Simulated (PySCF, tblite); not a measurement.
**C6H12P+: infrared bands and NMR shifts**

What infrared bands and NMR shifts should C6H12P+ (`C=C[P+]1(C)CCC1`) show?

Programs: tblite 0.8.0 and PySCF 2.14.0, with density-fitted response routines of our own. Each step states its level of theory. These are calculated values for one molecule in the gas phase, unless marked as measured. Atoms count from 0, in the outputs and in this text.

## 1. The starting structure

19 atoms, charge 1, multiplicity 1; geometry from: GFN2-xTB.

Bonds of the start (Å): C0–C1 1.33, C1–P2 1.79, P2–C3 1.81, P2–C4 1.83, C4–C5 1.55, C5–C6 1.55, C6–P2 1.83, C0–H7 1.08, C0–H8 1.08, C1–H9 1.08, C3–H10 1.09, C3–H11 1.09, C3–H12 1.09, C4–H13 1.09, C4–H14 1.09, C5–H15 1.09, C5–H16 1.09, C6–H17 1.09, C6–H18 1.09.

## 2. Harmonic vibrations with GFN2-xTB

Job settings and geometry (Å):

```
{"job": {"kind": "ir", "xc": "GFN2-xTB", "basis": "xTB"}, "charge": 1, "multiplicity": 1}
C      2.801556     0.150199    -0.166832
C      1.645066    -0.456496    -0.393273
P      0.051874     0.201694     0.100137
C      0.169575     1.806726     0.924905
C     -1.226500     0.023546    -1.202090
C     -1.793881    -1.222630    -0.476893
C     -1.037662    -1.059517     0.865950
H      3.731948    -0.289791    -0.487446
H      2.874499     1.098993     0.340082
H      1.584827    -1.411101    -0.902896
H      0.764666     1.710271     1.833448
H     -0.832598     2.148699     1.182789
H      0.636112     2.528688     0.253970
H     -1.918222     0.865764    -1.207309
H     -0.865928    -0.143103    -2.215257
H     -2.876087    -1.211217    -0.373071
H     -1.515360    -2.143300    -0.985209
H     -0.547910    -1.954500     1.245213
H     -1.655780    -0.633676     1.656321
```

**Question.** This job is followed by: GIAO PBE0/pcSseg-1 NMR shielding, non-relativistic, gas phase. What will the session give for the following? strongest single infrared mode (GFN2-xTB); zero-point energy (GFN2-xTB); 13C shifts against TMS (PBE0/pcSseg-1, means over atoms taken as alike); 1H shifts against TMS (PBE0/pcSseg-1, means over atoms taken as alike); 31P shifts against H3PO4 (PBE0/pcSseg-1).

As calculated:

```
                                                               quantity                                               value
                              strongest single infrared mode (GFN2-xTB)                                 937 cm⁻¹, 86 km/mol
                                           zero-point energy (GFN2-xTB)                                      100.5 kcal/mol
13C shifts against TMS (PBE0/pcSseg-1, means over atoms taken as alike)                   155.4, 124.2, 30.4, 19.3, 9.5 ppm
 1H shifts against TMS (PBE0/pcSseg-1, means over atoms taken as alike)  7.48, 6.92, 6.79, 3.33, 3.05, 3.05, 3.00, 2.26 ppm
                               31P shifts against H3PO4 (PBE0/pcSseg-1)                                            30.9 ppm
```

**Reading.** No mode is imaginary among the 51: a minimum at this level. The strongest single mode, at 937 cm⁻¹, is spread over many atoms; the largest shares are those of P2. GFN2-xTB is a fitted tight-binding method: band positions and strengths are rough. Its intensities can rank the bands wrongly. At PBE0/pcSseg-1: The widest tensor belongs to C0: span 271 ppm, with a paramagnetic part of -223 ppm.
